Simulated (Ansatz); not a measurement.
# VRu: squeezing one contact

An exercise on one series of results from a longer session: the logs are not shown, and one member is left open.

Method: DFT PBEsol, with the methods named in each step, in Ansatz 0.2.0.

1 further run of the same task is left out (it didn't finish). Runs told in other sessions of the task aren't counted.

### Starting point

It takes space group Pm-3m (No. 221, cubic). The conventional cell has a = 2.990 Å, b = 2.990 Å, c = 2.990 Å, α = 90.00°, β = 90.00°, γ = 90.00°. Around V (site symmetry m-3m) lie 8 Ru at 2.59 Å. Around Ru (site symmetry m-3m) lie 8 V at 2.59 Å.

Coordinates:

```
V Ru
1.0
     2.99000    0.00000    0.00000
     0.00000    2.99000    0.00000
     0.00000    0.00000    2.99000
V Ru
1 1
Direct
  0.50000 0.50000 0.50000
  0.00000 0.00000 0.00000
```

Atoms are numbered in the order of the input: V1, Ru2.

Set-up of the first run:

input.yaml

```yaml
crystal:
  lattice:
    - [2.99, 0.0, 0.0]
    - [0.0, 2.99, 0.0]
    - [0.0, 0.0, 2.99]
  atoms:
    - { symbol: V, position: [0.5, 0.5, 0.5], spin: 1.5 }
    - { symbol: Ru, position: [0.0, 0.0, 0.0] }
magnetization:
  spin_polarized: true
kpoints:
  mp_grid: { grid: [10, 10, 10] }
scf:
  occupations: { method: fermi_dirac, width: 0.05 }
hamiltonian:
  xc: pbesol
  pseudopotentials: { kind: all_electron, lapw: { basis_error: 0.001 } }
output:
  forces: true
  stress: true
  eigenvalues: true
  populations: true
```

The run is started by

```bash
$ ansatz run input.yaml --threads 1 --pin off --max-ram 2048MiB --backend cpu --events-out ev --progress --plain --runs-dir out
```

Among the steps run: The bond as given, LAPW; Shortest bond scaled by 1, crystal datasets; Shortest bond scaled by 0.94, LAPW; Shortest bond scaled by 0.88, LAPW; Shortest bond scaled by 0.76, LAPW; Shortest bond scaled by 0.58, LAPW.

One table of the session follows, with a row left open; its other results are not shown here.

```
              method  length (Å)  F from the given length (eV/cell)  force along the bond (eV/Å)  pressure (GPa)  largest force (eV/Å)
                LAPW       1.502                              9.673                       44.752          171.04                44.752
                LAPW       1.968                                  ?                            ?               ?                     ?
                LAPW       2.279                              0.160                        1.671            2.09                 1.671
                LAPW       2.434                              0.019                        0.338           -3.59                 0.338
                LAPW       2.589                              0.000                        0.000           -5.19                 0.000
                 PAW       1.502                              9.816                       48.000          179.44                48.000
                 PAW       1.968                              1.341                        6.111           31.30                 6.111
                 PAW       2.279                              0.160                        1.672            2.15                 1.672
                 PAW       2.434                              0.019                        0.338           -3.53                 0.338
                 PAW       2.589                              0.000                        0.000           -5.12                 0.000
PAW (level accurate)       1.502                                  –                       44.975          171.71                44.975
    crystal datasets       2.589                                  –                        0.000           -5.19                 0.000
```

Q: Estimate the row for LAPW, 1.968 from the others.

As computed: F from the given length (eV/cell): 1.344; force along the bond (eV/Å): 6.135; pressure (GPa): 31.34; largest force (eV/Å): 6.135.

Limits of these values: Rows by PAW come from runs of the same series that aren't printed here. Warnings in the runs' records: seeded moment not kept, gradients without spin orbit, crystal datasets made.
